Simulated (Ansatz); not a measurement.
# SiF (Pm-3m) in Ansatz: convergence with smearing width

Aim: find how far smearing width must go before the results for SiF settle, at HSE06. This setting moves, with any that are tied to it; all else stays.

Everything below comes from runs of Ansatz 0.2.0. Logs are shortened: lines on timing, memory, paths and dates and some standing lists are left out, and cuts for length are marked.

### Step 1. The structure

The structure is cubic, space group Pm-3m (No. 221). Conventional cell: a = 3.029 Å, b = 3.029 Å, c = 3.029 Å, α = 90.00°, β = 90.00°, γ = 90.00°. Around Si (site symmetry m-3m) lie 8 F at 2.62 Å. F (site symmetry m-3m) has 8 Si at 2.62 Å as nearest neighbours.

The cell was built by a generator and needn't be a form met in nature.

### Step 2. With smearing width 0.3 eV

Contents of input.yaml:

```yaml
crystal:
  lattice:
    - [3.0286, 0.0, 0.0]
    - [0.0, 3.0286, 0.0]
    - [0.0, 0.0, 3.0286]
  atoms:
    - { symbol: Si, position: [0.5, 0.5, 0.5] }
    - { symbol: F, position: [0.0, 0.0, 0.0] }
hamiltonian:
  xc: hse06
  pseudopotentials: { kind: paw, source: jth }
kpoints:
  mp_grid: { grid: [5, 5, 5] }
scf:
  occupations: { method: gaussian, width: 0.3 }
output:
  forces: true
  stress: true
  eigenvalues: true
```

Potentials or basis: JTH PAW.

Started as:

```sh
$ ansatz run input.yaml --threads 2 --pin off --max-ram 5632MiB --backend cpu --events-out ev --progress --plain --runs-dir out
```

Standard output:

```text
Warning: the checks of this Si dataset prove no rule for summing its radial tables, as where they were carried onto another mesh than they were made on, and Gregory's rule is taken, under which a leading mesh point left out moves its sums only by what lay on the interval it spanned. That does not make them correct, and they differ from Quantum ESPRESSO's on this file; a re-export a fraction of a mesh step off can move them. hamiltonian.pseudopotentials.radial_quadrature: simpson_from_first_knot sums it by `pw.x`'s rule; on a PAW file no value gives `pw.x`'s numbers. What more to know: hamiltonian.pseudopotentials.radial_quadrature, in the input reference
Warning: the checks of this F dataset prove no rule for summing its radial tables, as where they were carried onto another mesh than they were made on, and Gregory's rule is taken, under which a leading mesh point left out moves its sums only by what lay on the interval it spanned. That does not make them correct, and they differ from Quantum ESPRESSO's on this file; a re-export a fraction of a mesh step off can move them. hamiltonian.pseudopotentials.radial_quadrature: simpson_from_first_knot sums it by `pw.x`'s rule; on a PAW file no value gives `pw.x`'s numbers. What more to know: hamiltonian.pseudopotentials.radial_quadrature, in the input reference
Warning: output.stress: scf.convergence.dr2_threshold = 1e-7 eV (the SCF's general default) is looser than the 2e-10 eV advised for a printed stress (1e-10 eV for each atom of the cell: 2). What an SCF threshold leaves in a stress goes as its square root, and in the free energy as the threshold itself, and one threshold admits the most on a small cell: of the crystals measured, under no hybrid functional and no lock of the moments, on runs that ended without the residual-converged pass, on stresses that held no estimate of that error, the worst erred by over 100 MPa in a component at 1e-7 eV an atom and by under 5 at 1e-10. Set scf.convergence.dr2_threshold to 2e-10 eV or tighter. The threshold is an SCF's pass mark: one that does not reach it within its budget of iterations ends unconverged, or closes short of it on a stop that the run arms, and scf.convergence.dr2_threshold's page says what that costs each kind of run
Warning: output.stress: scf.exx.energy_threshold = 1e-6 eV is looser than the 2e-8 eV advised for a stress under a hybrid functional (1e-8 eV for each atom of the cell: 2). Every SCF of the exchange loop can meet its threshold on dr2 while the loop round them stops early: no threshold on dr2 bounds what that leaves in the stress. Set scf.exx.energy_threshold to 2e-8 eV or tighter. The threshold is the loop's pass mark: a loop that does not reach it within its budget of cycles ends unconverged, and scf.exx.energy_threshold's page has the law
Warning: RAYON_NUM_THREADS=2 ignored (pool sized by the plan → 2); use --threads N
Engine: ansatz 0.2.0, x86_64-unknown-linux-gnu
Pseudopotentials: kind: paw
Pseudopotential: Si, paw, valence charge 4, recommended cutoff 390 eV (normal), Si.paw.azcp
Pseudopotential: F, paw, valence charge 7, recommended cutoff 1500 eV (normal), F.paw.azcp
Functional definition: HSE06
  parameter a = 0.25
  parameter omega = 0.11/bohr
  exchange = pbe_x - a*pbe_x_sr(omega) + a*exact_x_sr(omega)
  correlation = pbe_c
Crystal: 2 atoms, lattice volume = 27.780 Å³
Basis set: ecut = 1500 eV, 3743 PW (Γ), exchange–correlation on 96×96×96 points (8 copies of the dense FFT grid, shifted against one another)
Bands: 10, of which v1, the nominal top of the filled ones, is band 6 counted from 1 (5 counted from 0)
Symmetry: 48 space group operations
Space group: Pm-3m (ITA 221), of the structure as read, at distance tolerance 3.0e-5 Å
k-points: 10 of 125
Non-local potential: Si, projectors of the file, l = 0: 2, l = 1: 2
Non-local potential: F, projectors of the file, l = 0: 2, l = 1: 2
PAW form: soft (Blöchl's): semilocal exchange-correlation on the pseudo side does not see the compensation charge
PAW frozen core: Si, regenerated for the run's functional, and the local potential with it (the file was generated under x = pbe(κ = 0.804, μ = 0.2195149727645171), c = pbe(β = 0.06672455060314922))
PAW frozen core: F, regenerated for the run's functional, and the local potential with it (the file was generated under x = pbe(κ = 0.804, μ = 0.2195149727645171), c = pbe(β = 0.06672455060314922))
PAW one-centre angular grid: Si, 110 points (default); XC on 97 of its mesh's 825 points in the sphere
PAW one-centre angular grid: F, 110 points (default); XC on 79 of its mesh's 765 points in the sphere
Initial density: superposition of atomic densities (chi_scale 0.1, normalization cell), built separately for each of the 2 bonded fragments (scf.initial_density.interfragment_charge_transfer: auto; true builds it for the cell as a whole; a typed value also counts as a typed key of the start: scf.initial_density.chi_scale says what that changes, if anything)
Initial wavefunctions: pseudopotential atomic-orbital guess
[... 32 lines left out ...]
preconditioner: auto → none  [insulator: Δε(μ)=0.620 eV  Ē_g=12.990 eV  σ=0.300 eV  W_gap=0.74  n_scr=6 (ndim 8)  ℏωp=21.1 eV  f_vac=0.004  D(μ)=0.87/eV (n_scr^D=6)]
SCF iter   2: F=—  HF=-1441.604671 eV  |F-HF|=—  |Δ(HF+E_count)|=   2.99e-7  Δρ=1.12e-5  dr2=1.57e-8  ethr=3.14e-10  ⟨swp⟩=6.1  Hψ=297  notcnv=0
SCF iter   3: F=-1441.604671 eV  HF=-1441.604671 eV  |F-HF|=8.86e-9  |Δ(HF+E_count)|=   9.52e-8  Δρ=4.10e-6  dr2=2.08e-9  ethr=1.25e-10  ⟨swp⟩=4.7  Hψ=220  notcnv=0
SCF 3 converged in 3 iterations: F = -1441.604671 eV  dr2 = 2.08e-9
  Residual-converged pass: ⟨swp⟩=3.0  Hψ=200  notcnv=0  max |occ|·‖R‖ = 2.3e-6 eV (tolerance 2.4e-6 eV)  dr2=2.07e-9  dr2_onsite=1.05e-9  max |Δocc| = 9.5e-12
hybrid outer 2: dexx = +5.243e-8 eV, tail = 6.31e-9 eV, Δε = 1.94e-3 eV (about 9.89e-5 eV left of the loop's levels)
hybrid SCF converged: 2 outer / 9 inner (+9 warm-up), last move |dexx| = 5.24e-8 eV, tail = 6.31e-9 eV
Stability not checked: this state was not tested for a lower state beside it, because the functional holds exact exchange (a hybrid, or Hartree-Fock), whose exchange loop this test does not read (fock_operator; see scf.lower_state_search)
Free energy (F): -1441.604671 eV
Frozen-core exchange: fock
Harris-Foulkes:  -1441.604671 eV  (|F-HF|=8.86e-9)
Internal energy: -1441.565374 eV  (E = F + TS)
E sigma→0 (E₀):  -1441.585022 eV
Entropy (-TS):   -0.039296 eV (-19.648 meV/atom)
Fermi energy:    6.868924 eV
--- Per-component energies (eV) ---
  E_band       = -35.167619
  E_kinetic    = 296.613008
  E_local      = -682.194549  (includes V_loc(G=0)·N_el)
  E_nonlocal   = 83.740992
  E_hartree    = 247.705396
  E_xc         = -123.999535
  E_vxc        = -129.658993  (∫ρ·V_xc dr)
  E_exx        = -30.773016  (= α·E_x^exact, valence–valence)
  E_paw        = -687.380760  (= ΣΔE_a)
  E_vpaw       = -37.532596  (= ΣTr[D̂ρ^β])
  E_aug_tail   = -0.000017  (compensation charges beyond the density's cutoff)
  E_ewald      = -545.187596
  E_core_change = -0.089296  (= ΣΔE_core)
  E_smearing   = -0.039296  (= −TS)
  E_closure    = 0.000000  (closes the sum)
  Σ components = -1441.604671   (vs F -1441.604671, Δ=2.27e-13)
--- Forces (eV/Å), atoms counted from 1 ---
  atom   1  Si    -0.00000000     0.00000000     0.00000000
  atom   2  F      0.00000000    -0.00000000     0.00000000
  max |Σ_I F_I| component: 1.76e-30 eV/Å
--- Stress (GPa, compression-positive) ---
       -1.539410      -0.000000      -0.000000
        0.000000      -1.539410       0.000000
        0.000000       0.000000      -1.539410
  P = ⅓ Tr σ = -1.5394 GPa (-15.394 kbar)
--- Band table (eV; the first three rows and the last of 10) ---
  k-point 0: bands = ["-20.1561", "-3.3244", "0.3887", "0.3887", "0.3887", "12.8767", "12.8767", "12.8767", "13.4882", "13.4882"]
  k-point 1: bands = ["-20.0747", "-3.6540", "0.5025", "0.5025", "0.8579", "9.0641", "12.8378", "12.8378", "14.0341", "17.3733"]
  k-point 2: bands = ["-19.9387", "-4.2157", "0.6947", "0.6947", "2.4596", "5.3553", "12.7467", "12.7467", "15.3174", "20.9835"]
  k-point 9: bands = ["-19.6359", "-1.0126", "-0.5101", "-0.5101", "2.5096", "6.6165", "6.6165", "8.2561", "16.7647", "17.3512"]
```

It took 20 s on 2 threads of Intel Xeon 6975P-C (Granite Rapids), shared host; peak memory 2.1 GiB.

What came out:

```
Free energy            : -1441.6047 eV
Pressure               : -1.5 GPa
Band gap on the k mesh : none (metal or under the smearing width)
```

### Step 3. With smearing width 0.2 eV

input.yaml, as its differences from that of step 2:

```diff
@@ -14,3 +14,3 @@
 scf:
-  occupations: { method: gaussian, width: 0.3 }
+  occupations: { method: gaussian, width: 0.2 }
 output:
```

Potentials or basis: JTH PAW.

Started as:

```sh
$ ansatz run input.yaml --threads 2 --pin off --max-ram 5632MiB --backend cpu --events-out ev --progress --plain --runs-dir out
```

Run time: 20 s. Hardware: 2 threads of Intel Xeon 6975P-C (Granite Rapids), shared host; peak memory 2.1 GiB.

What came out:

* Free energy: -1441.5926 eV
* Pressure: -1.6 GPa
* Band gap on the k mesh: none (metal or under the smearing width)

### Step 4. With smearing width 0.15 eV

input.yaml, as its differences from that of step 3:

```diff
@@ -14,3 +14,3 @@
 scf:
-  occupations: { method: gaussian, width: 0.2 }
+  occupations: { method: gaussian, width: 0.15 }
 output:
```

Started as:

```sh
$ ansatz run input.yaml --threads 2 --pin off --max-ram 5632MiB --backend cpu --events-out ev --progress --plain --runs-dir out
```

Run time: 20 s. Hardware: 2 threads of Intel Xeon 6975P-C (Granite Rapids), shared host; peak memory 2.1 GiB.

Results:

```
Free energy            : -1441.5870 eV
Pressure               : -1.7 GPa
Band gap on the k mesh : none (metal or under the smearing width)
```

### Step 5. With smearing width 0.1 eV

input.yaml, as its differences from that of step 4:

```diff
@@ -14,3 +14,3 @@
 scf:
-  occupations: { method: gaussian, width: 0.15 }
+  occupations: { method: gaussian, width: 0.1 }
 output:
```

Started as:

```sh
$ ansatz run input.yaml --threads 2 --pin off --max-ram 5632MiB --backend cpu --events-out ev --progress --plain --runs-dir out
```

Run time: 20 s. Hardware: 2 threads of Intel Xeon 6975P-C (Granite Rapids), shared host; peak memory 2.1 GiB.

What came out:

| Property | Result |
| --- | --- |
| Free energy | -1441.5818 eV |
| Pressure | -1.8 GPa |
| Band gap on the k mesh | none (metal or under the smearing width) |

### Step 6. With smearing width 0.05 eV

input.yaml, as its differences from that of step 5:

```diff
@@ -14,3 +14,3 @@
 scf:
-  occupations: { method: gaussian, width: 0.1 }
+  occupations: { method: gaussian, width: 0.05 }
 output:
```

Potentials or basis: JTH PAW.

Started as:

```sh
$ ansatz run input.yaml --threads 2 --pin off --max-ram 5632MiB --backend cpu --events-out ev --progress --plain --runs-dir out
```

Run time: 21 s. Hardware: 2 threads of Intel Xeon 6975P-C (Granite Rapids), shared host; peak memory 2.1 GiB.

The run converged. Its results:

| Property | Result |
| --- | --- |
| Free energy | -1441.5769 eV |
| Pressure | -1.8 GPa |
| Band gap on the k mesh | none (metal or under the smearing width) |

### Step 7. With smearing width 0.025 eV

input.yaml, as its differences from that of step 6:

```diff
@@ -14,3 +14,3 @@
 scf:
-  occupations: { method: gaussian, width: 0.05 }
+  occupations: { method: gaussian, width: 0.025 }
 output:
```

Started as:

```sh
$ ansatz run input.yaml --threads 2 --pin off --max-ram 5632MiB --backend cpu --events-out ev --progress --plain --runs-dir out
```

It took 23 s on 2 threads of Intel Xeon 6975P-C (Granite Rapids), shared host; peak memory 2.1 GiB.

It converged, with:

- Free energy: -1441.5745 eV
- Pressure: -1.8 GPa
- Band gap on the k mesh: none (metal or under the smearing width)

### Step 8. With smearing width 0.01 eV

input.yaml, as its differences from that of step 7:

```diff
@@ -14,3 +14,3 @@
 scf:
-  occupations: { method: gaussian, width: 0.025 }
+  occupations: { method: gaussian, width: 0.01 }
 output:
```

Started as:

```sh
$ ansatz run input.yaml --threads 2 --pin off --max-ram 5632MiB --backend cpu --events-out ev --progress --plain --runs-dir out
```

It took 23 s on 2 threads of Intel Xeon 6975P-C (Granite Rapids), shared host; peak memory 2.1 GiB.

The run converged. Its results:

| Quantity | Value |
| --- | --- |
| Free energy | -1441.5730 eV |
| Pressure | -1.8 GPa |
| Band gap on the k mesh | none (metal or under the smearing width) |

### Step 9. With smearing width 0.005 eV

input.yaml, as its differences from that of step 8:

```diff
@@ -14,3 +14,3 @@
 scf:
-  occupations: { method: gaussian, width: 0.01 }
+  occupations: { method: gaussian, width: 0.005 }
 output:
```

Potentials or basis: JTH PAW.

Started as:

```sh
$ ansatz run input.yaml --threads 2 --pin off --max-ram 5632MiB --backend cpu --events-out ev --progress --plain --runs-dir out
```

Wall time 22 s (2 threads of Intel Xeon 6975P-C (Granite Rapids), shared host); peak memory 2.1 GiB.

It converged, with:

* Free energy: -1441.5726 eV
* Pressure: -1.8 GPa
* Band gap on the k mesh: none (metal or under the smearing width)

### Step 10. Summary

```
smearing width  energy less the tightest run, at zero smearing (meV/atom)  pressure (GPa)  SCF cycles  CPU time (s)  peak memory (GiB)
        0.3 eV                                                      -6.35           -1.54          18            39                2.1
        0.2 eV                                                      -4.43           -1.63          19            38                2.1
       0.15 eV                                                      -3.26           -1.70          20            39                2.1
        0.1 eV                                                      -2.21           -1.78          19            39                2.1
       0.05 eV                                                      -1.08           -1.81          17            41                2.1
      0.025 eV                                                      -0.48           -1.81          23            45                2.1
       0.01 eV                                                      -0.12           -1.80          25            45                2.1
      0.005 eV                                                       0.00           -1.81          25            44                2.1
```

Against the tightest run, the energy stays within 1 meV/atom from 0.025 eV on; the pressure stays within 0.1 GPa from 0.1 eV on. Narrower smearing needs a denser k mesh, so at a fixed mesh the narrowest width isn't the most accurate. The tightest run that finished is the yardstick and may itself not be fully converged.

Caveats: all runs use coarse meshes; an odd number of electrons without spin polarisation forces a metal; a magnetic or distorted state may lie lower; the thresholds are loose for stress.
